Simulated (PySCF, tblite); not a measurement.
# C₆H₁₀BFS: geometry, infrared bands and NMR shifts

Aim: predict the infrared bands and NMR shifts of C₆H₁₀BFS (`CC=C=CCCSBF`).

The runs use tblite 0.8.0 and PySCF 2.14.0, with density-fitted response routines of our own; the level of theory stands in each step. All values are computed, except where a source is named. Atoms are numbered from 0 throughout.

**1. Starting geometry**

19 atoms, charge 0, multiplicity 1; geometry from: force field or distance geometry start.

Bonds of the start (Å): C0–C1 1.48, C1–C2 1.31, C2–C3 1.30, C3–C4 1.49, C4–C5 1.52, C5–S6 1.81, S6–B7 1.91, B7–F8 1.45, C0–H9 1.09, C0–H10 1.13, C0–H11 1.12, C1–H12 1.06, C3–H13 1.04, C4–H14 1.10, C4–H15 1.09, C5–H16 1.12, C5–H17 1.09, B7–H18 1.19.

**2. Geometry optimisation with GFN2-xTB**

What the job is given:

```
{"job": {"kind": "relax", "xc": "GFN2-xTB", "basis": "xTB"}, "charge": 0, "multiplicity": 1}
C     -3.585500    -0.258300     0.662900
C     -2.473300     0.704300     0.537900
C     -1.515000     0.348200    -0.274900
C     -0.579800    -0.010800    -1.106100
C      0.473900    -0.870100    -0.495500
C      1.581500     0.072900    -0.054900
S      2.909100    -0.906300     0.681700
B      4.260400     0.326400     1.226400
F      4.065100     1.734900     0.922000
H     -3.297100    -1.290200     0.844200
H     -4.168700    -0.217300    -0.308100
H     -4.301000     0.153700     1.420200
H     -2.359800     1.615700     1.068900
H     -0.643200     0.309900    -2.096200
H      0.067500    -1.395000     0.377700
H      0.938300    -1.550800    -1.204100
H      2.021100     0.507700    -0.988900
H      1.236100     0.864600     0.616500
H      5.360600    -0.130500     1.193000
```

Run with:

```
$ OMP_NUM_THREADS=1 python probes_run.py task.json out
```

One launch serves the whole session: the jobs run in the order shown.

**Question.** This job is followed by: GFN2-xTB harmonic vibrations, gas phase; GIAO PBE0/pcSseg-1 NMR shielding, non-relativistic, gas phase. Predict these results of the whole session: strongest single infrared mode (GFN2-xTB); zero-point energy (GFN2-xTB); ¹³C shifts against TMS (PBE0/pcSseg-1); ¹H shifts against TMS (PBE0/pcSseg-1, means over atoms taken as alike); ³³S shifts against CS2 (PBE0/pcSseg-1); ¹¹B shifts against BF3·OEt2 (PBE0/pcSseg-1); ¹⁹F shifts against CFCl3 (PBE0/pcSseg-1); surface potential, 1st and 99th percentile.

**Answer**, as computed:

```
                                                              quantity                                    value
                             strongest single infrared mode (GFN2-xTB)                    1207 cm⁻¹, 396 km/mol
                                          zero-point energy (GFN2-xTB)                            91.2 kcal/mol
                                ¹³C shifts against TMS (PBE0/pcSseg-1)  217.5, 94.4, 92.7, 35.0, 33.3, 18.4 ppm
¹H shifts against TMS (PBE0/pcSseg-1, means over atoms taken as alike)   5.55, 5.39, 5.29, 2.85, 2.17, 1.82 ppm
                                ³³S shifts against CS2 (PBE0/pcSseg-1)                                   40 ppm
                           ¹¹B shifts against BF3·OEt2 (PBE0/pcSseg-1)                                 46.8 ppm
                              ¹⁹F shifts against CFCl3 (PBE0/pcSseg-1)                                -41.1 ppm
                                 surface potential, 1st and 99th percentile                       -0.75 V and 0.92 V
```

Relaxing lowered the energy by 1.185 eV in 120 steps; the close pair that moved most is S6–B7, from 1.908 to 1.765 Å. The lowest mode is slightly imaginary (11i cm⁻¹), a soft motion within the noise of the Hessian, so the minimum is not strictly shown. The strongest single mode, at 1207 cm⁻¹, moves mainly B7. Unscaled tight-binding wavenumbers are off by several per cent, some by more. Its intensities can rank the bands wrongly. C2 (central carbon of an allene) lies farthest downfield among carbon, at 217.5 ppm; the central sp carbon of an allene is among the most deshielded carbons of hydrocarbons. By nearest atom (PBE0/pcSseg-1), the HOMO sits on C1, C2 about 30 % each; C3 7 % and the LUMO on B7 50 %; S6 17 %.
